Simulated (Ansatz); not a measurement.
# CH3AlCl2: taking an electron away

Aim: the vertical ionisation energy of CH3AlCl2, as cation minus neutral at the neutral's geometry, on several levels, and how well −ε(HOMO) stands in for it.

Computed with Ansatz 0.2.0, Gaussian basis. Level: unrestricted cation, the program's frozen cores in correlated methods.

Levels to be run: UKS PBE-D4/def2-TZVPP; UKS r2SCAN-D4/def2-TZVPP; UKS PBE0-D4/def2-TZVPP; UKS B3LYP-D4/def2-TZVPP; UKS wB97X-V/def2-TZVPP; UKS wB97M-V/def2-TZVPP; UKS B2PLYP/def2-TZVPP; UHF-CCSD(T)/def2-TZVPP; UHF-MP2/def2-QZVPP; extrapolation to the limit; then −ε(HOMO) from the neutral's earlier runs with LDA (SPW92), PBE-D4, revPBE-D4, BLYP-D4, r2SCAN-D4, B97M-V, PBE0-D4, B3LYP-D4, r2SCANh-D4, r2SCAN0-D4, HSE06-D4, BHLYP-D4, CAM-B3LYP-D4, LC-ωPBE, ωB97X-V, ωB97M-V.

### Step 1. Structure used throughout

An earlier PBE0-D4 in a triple-zeta def2 set relaxation fixed the geometry.

SMILES `[CH3][Al]([Cl])[Cl]`, 7 atoms, charge 0, spin multiplicity 1.

Atoms are counted from 1 here; the program's logs count them from 0.

Bond lengths: C1–Al2 1.928 Å, C1–H5 1.091 Å, C1–H6 1.094 Å, C1–H7 1.094 Å, Al2–Cl3 2.090 Å, Al2–Cl4 2.090 Å. Angles: Al2–C1–H5 111.8°, Al2–C1–H6 110.4°, Al2–C1–H7 110.4°, H5–C1–H6 108.6°, H5–C1–H7 108.6°, H6–C1–H7 106.9°, C1–Al2–Cl3 121.2°, C1–Al2–Cl4 122.3°, Cl3–Al2–Cl4 116.5°.

### Step 2. Cation, UKS PBE-D4/def2-TZVPP

in.yaml

```yaml
crystal:
  periodic: [false, false, false]
  atoms:
    - {symbol: C, position_ang: [-0.174130, 0.933582, -0.165960]}
    - {symbol: Al, position_ang: [0.173824, -0.938317, 0.139961]}
    - {symbol: Cl, position_ang: [1.788760, -1.562700, 1.311004]}
    - {symbol: Cl, position_ang: [-1.027122, -2.444756, -0.670400]}
    - {symbol: H, position_ang: [-1.052790, 1.084405, -0.795386]}
    - {symbol: H, position_ang: [-0.332683, 1.452459, 0.783615]}
    - {symbol: H, position_ang: [0.685342, 1.407429, -0.648535]}
basis:
  gaussian: {orbitals: def2-TZVPP}
total_charge: 1
magnetization: {spin_polarized: true, initial_magnetization: 1}
hamiltonian: {xc: pbe, dispersion: d4}
```

Run with:

```bash
> ansatz run in.yaml --threads 4 --pin off --events-out ev --progress --plain --max-ram 10444MiB
```

Further steps of the session: Cation, UKS r2SCAN-D4/def2-TZVPP; Cation, UKS PBE0-D4/def2-TZVPP; Cation, UKS B3LYP-D4/def2-TZVPP; Cation, UKS wB97X-V/def2-TZVPP; Cation, UKS wB97M-V/def2-TZVPP; Cation, UKS B2PLYP (frozen core)/def2-TZVPP; Cation, UHF-CCSD(T)/def2-TZVPP; Cation, UHF-MP2/def2-QZVPP.

Before running them: what should the planned runs give, taken together? Wanted: ionisation energy, CCSD(T)/CBS; nearest functional by difference; nearest −ε(HOMO); −ε(HOMO) of PBE; T1 of the cation.

The runs gave:

```
                        quantity               value
  ionisation energy, CCSD(T)/CBS            11.38 eV
nearest functional by difference  ωB97X-V (-0.13 eV)
                nearest −ε(HOMO)  ωB97X-V (-0.13 eV)
                 −ε(HOMO) of PBE             7.55 eV
                T1 of the cation               0.033
```

By cation minus neutral, the functionals miss by 0.91 eV at most. The PBE orbital energy is 3.8 eV too small: a semilocal HOMO is no ionisation energy. Among orbital estimates ωB97X-V comes nearest. Hartree-Fock falls 0.94 eV short, as the neutral has more correlation energy than the cation. The cation's T1 (from the report) is 0.033, near the customary mark of 0.045 for open shells, so the coupled-cluster value is less safe. The cation may have settled in a state other than its lowest; no search over hole states beyond the program's own was made.
